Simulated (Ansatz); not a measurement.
**triplet AlClF2 at 6 levels**

Aim: a comparison of 6 runs (UB3LYP/6-31G*, UPBE-QIDH/def2-SVPD, UPBE0/def2-SVPD, RPA@PBE/def2-SVPD, RPA@PBE0/def2-SVPD, UMP2/def2-SVPD) of triplet AlClF2. 

The calculation is run with Ansatz 0.2.0.

46 further runs of the same task are left out: 46 set aside as unsound or not needed.

### Step 1. The system as given

AlClF2 has 4 atoms, charge 0, and is taken as a triplet. As SMILES of the parent species, `[F][Al]([F])[Cl]`. The shape is that of a PBE0-D4/def2-TZVP optimisation. That shape belongs to the parent species and isn't relaxed for this state.

Bond lengths: F1–Al2 1.631 Å, Al2–F3 1.631 Å, Al2–Cl4 2.061 Å. Angles: F1–Al2–F3 119.0°, F1–Al2–Cl4 120.5°, F3–Al2–Cl4 120.5°.

### Step 2. A single-point energy at UB3LYP/6-31G(d) (spherical functions) (run 1)

The input, in.yaml:

```yaml
crystal:
  periodic: [false, false, false]
  atoms:
    - {symbol: F, position_ang: [0.997200, 0.721760, 1.149640]}
    - {symbol: Al, position_ang: [0.069280, -0.050750, 0.053570]}
    - {symbol: F, position_ang: [0.273490, -1.653820, -0.164660]}
    - {symbol: Cl, position_ang: [-1.339980, 0.982810, -1.038560]}
basis:
  gaussian: {orbitals: 6-31G_st_-spherical.json}
magnetization: {spin_polarized: true, initial_magnetization: 2}
hamiltonian: {xc: {name: B3LYP}}
accuracy: high
output: {orbitals: {seedname: orbitals}}
```

The basis set 6-31G* is read from a file made from the Basis Set Exchange's data (not shown).

On the command line:

```console
$ ansatz run in.yaml --threads 1 --pin off --max-ram 3480MiB --events-out events.jsonl --progress --plain --runs-dir runs
```

Standard output:

```text
Warning: RAYON_NUM_THREADS=1 ignored (pool sized by the plan → 1); use --threads N
Functional definition: B3LYP
  name "B3LYP"
  parameter a0 = 0.2
  parameter ax = 0.72
  parameter ac = 0.81
  exchange = (1 - a0 - ax)*slater_x + ax*b88_x + a0*exact_x
  correlation = (1 - ac)*vwn_rpa_c + ac*lyp_c
1237 factors; integrals over basis functions are off by at most 3.6e-9 eV
mean field evaluation 1: about -24546.2970 eV, gradient 3.8e1 eV
mean field evaluation 2: about -24515.5609 eV, gradient 9.8e1 eV
mean field evaluation 4: about -24550.3267 eV, gradient 1.5e1 eV
mean field evaluation 8: about -24551.7901 eV, gradient 7.2e-1 eV
mean field evaluation 16: about -24551.7930 eV, gradient 1.7e-4 eV
mean field evaluation 32: about -24551.7930 eV, gradient 2.8e-7 eV
mean field -24551.79297978 eV, -902.2617502040 hartree, gradient 9.3e-8 eV, S^2 2.004121; 6 other end points of the search recorded, 0 dependent functions left out
reference -24551.79301422 eV, -902.2617514694 hartree; 25, 23 occupied and 39, 41 virtual orbitals, 1237 factors
Total energy: -24551.79301422 eV, -902.2617514694 hartree
```

Run time: 12 s. Hardware: 1 thread of Arm Neoverse V2, shared host; peak memory 0.27 GiB.

### Step 3. The energy at UPBE-QIDH/def2-SVPD (run 2)

The input, input.yaml:

```yaml
crystal:
  periodic: [false, false, false]
  atoms:
    - symbol: F
      position_ang: [0.997200, 0.721760, 1.149640]
    - symbol: Al
      position_ang: [0.069280, -0.050750, 0.053570]
    - symbol: F
      position_ang: [0.273490, -1.653820, -0.164660]
    - symbol: Cl
      position_ang: [-1.339980, 0.982810, -1.038560]
basis:
  gaussian: {orbitals: def2-SVPD}
magnetization: {spin_polarized: true, initial_magnetization: 2}
hamiltonian: {xc: {name: PBE-QIDH}}
correlation: {frozen_orbitals: {Al: 5, Cl: 5, F: 1}}
accuracy: high
output: {orbitals: {seedname: orbitals}}
```

On the command line:

```console
$ ansatz run input.yaml --threads 1 --pin off --max-ram 3480MiB --events-out events.jsonl --progress --plain --runs-dir runs
```

Standard output, cut to the lines that bear on the results:

```text
Warning: RAYON_NUM_THREADS=1 ignored (pool sized by the plan → 1); use --threads N
Functional definition: PBE-QIDH
  name "PBE-QIDH"
[...]
1804 factors; integrals over basis functions are off by at most 3.3e-9 eV
[...]
mean field -24516.97475413 eV, -900.9822040118 hartree, gradient 1.8e-8 eV, S^2 2.007127; 6 other end points of the search recorded, 0 dependent functions left out
12 core orbitals not correlated: weight in the atoms' cores, before any rotation towards them, 1.000 or more for the frozen orbitals, at most 0.000 for the correlated occupied ones
reference -24516.97475542 eV, -900.9822040595 hartree; 13, 11 occupied and 72, 74 virtual orbitals, 1804 factors
second order -17.76750005 eV of doubles, -0.00000000 eV of singles
Total energy: -24522.89725544 eV, -901.1998519207 hartree
```

It took 37 s on 1 thread of Arm Neoverse V2, shared host; peak memory 0.62 GiB.

Runs 3 to 4 aren't shown in full; the table further down has their settings and results.

### Step 4. The energy at RPA@PBE0/def2-SVPD (run 5)

The input, job.yaml:

```yaml
crystal:
  periodic: [false, false, false]
  atoms:
    - {symbol: F, position_ang: [0.997200, 0.721760, 1.149640]}
    - {symbol: Al, position_ang: [0.069280, -0.050750, 0.053570]}
    - {symbol: F, position_ang: [0.273490, -1.653820, -0.164660]}
    - {symbol: Cl, position_ang: [-1.339980, 0.982810, -1.038560]}
basis:
  gaussian:
    orbitals: def2-SVPD
magnetization:
  spin_polarized: true
  initial_magnetization: 2
correlation:
  method: rpa
  frozen_orbitals: {Al: 5, Cl: 5, F: 1}
hamiltonian:
  xc: {name: PBE0}
accuracy: high
```

On the command line:

```console
$ ansatz run job.yaml --threads 1 --pin off --max-ram 3480MiB --events-out events.jsonl --progress --plain --runs-dir runs
```

Standard output, cut to the lines that bear on the results:

```text
Warning: RAYON_NUM_THREADS=1 ignored (pool sized by the plan → 1); use --threads N
Functional definition: PBE0
  name "PBE0"
[...]
1804 factors; integrals over basis functions are off by at most 3.3e-9 eV
[...]
mean field -24530.02470807 eV, -901.4617809735 hartree, gradient 2.4e-8 eV, S^2 2.004664; 8 other end points of the search recorded, 0 dependent functions left out
12 core orbitals not correlated: weight in the atoms' cores, before any rotation towards them, 1.000 or more for the frozen orbitals, at most 0.000 for the correlated occupied ones
reference -24486.21889369 eV, -899.8519469877 hartree; 13, 11 occupied and 72, 74 virtual orbitals, 1804 factors
Total energy: -24508.90436893 eV, -900.6856228261 hartree
```

It took 47 s on 1 thread of Arm Neoverse V2, shared host; peak memory 0.62 GiB.

### Step 5. A single-point energy at UMP2/def2-SVPD (run 6)

The input, in.yaml:

```yaml
crystal:
  periodic: [false, false, false]
  atoms:
    - symbol: F
      position_ang: [0.997200, 0.721760, 1.149640]
    - symbol: Al
      position_ang: [0.069280, -0.050750, 0.053570]
    - symbol: F
      position_ang: [0.273490, -1.653820, -0.164660]
    - symbol: Cl
      position_ang: [-1.339980, 0.982810, -1.038560]
basis:
  gaussian:
    orbitals: def2-SVPD
correlation:
  method: mp2
  frozen_orbitals: {Al: 5, Cl: 5, F: 1}
magnetization:
  spin_polarized: true
  initial_magnetization: 2
accuracy: high
```

On the command line:

```console
$ ansatz run in.yaml --threads 1 --pin off --max-ram 3480MiB --events-out events.jsonl --progress --plain --runs-dir runs
```

Standard output, cut to the lines that bear on the results:

```text
Warning: RAYON_NUM_THREADS=1 ignored (pool sized by the plan → 1); use --threads N
Functional definition: HF
  name "HF"
[...]
1804 factors; integrals over basis functions are off by at most 3.3e-9 eV
[...]
mean field -24487.51192392 eV, -899.8994649722 hartree, gradient 8.2e-8 eV, S^2 2.010042; 9 other end points of the search recorded, 0 dependent functions left out
12 core orbitals not correlated: weight in the atoms' cores, before any rotation towards them, 1.000 or more for the frozen orbitals, at most 0.000 for the correlated occupied ones
reference -24487.51192392 eV, -899.8994649722 hartree; 13, 11 occupied and 72, 74 virtual orbitals, 1804 factors
second order -15.76823857 eV of doubles, -0.00000000 eV of singles
Total energy: -24503.28016248 eV, -900.4789370515 hartree
```

Run time: 25 s. Hardware: 1 thread of Arm Neoverse V2, shared host; peak memory 0.46 GiB.

### Step 6. Overview of the runs

```
run                                level  frozen core orbitals  energy (Eh)   ⟨S²⟩  wall time
  1  UB3LYP/6-31G* (spherical functions)                     –  -902.261751  2.004       12 s
  2                  UPBE-QIDH/def2-SVPD                    12  -901.199852  2.007       37 s
  3                      UPBE0/def2-SVPD                     –  -901.461781  2.005       24 s
  4                    RPA@PBE/def2-SVPD                    12  -900.764582  2.003       42 s
  5                   RPA@PBE0/def2-SVPD                    12  -900.685623  2.005       47 s
  6                       UMP2/def2-SVPD                    12  -900.478937  2.010       25 s
```

### Step 7. What came out

| quantity | value |
| --- | --- |
| run 6: total energy | -900.47894 Eh |
| run 6: correlation energy (12 core orbitals frozen) | -579.5 mEh |
| run 6: ⟨S²⟩ of the reference determinant | 2.010 |

In words: Totals of different functionals can't be ranked against each other. All runs together took 3.1 min, the longest 47 s.
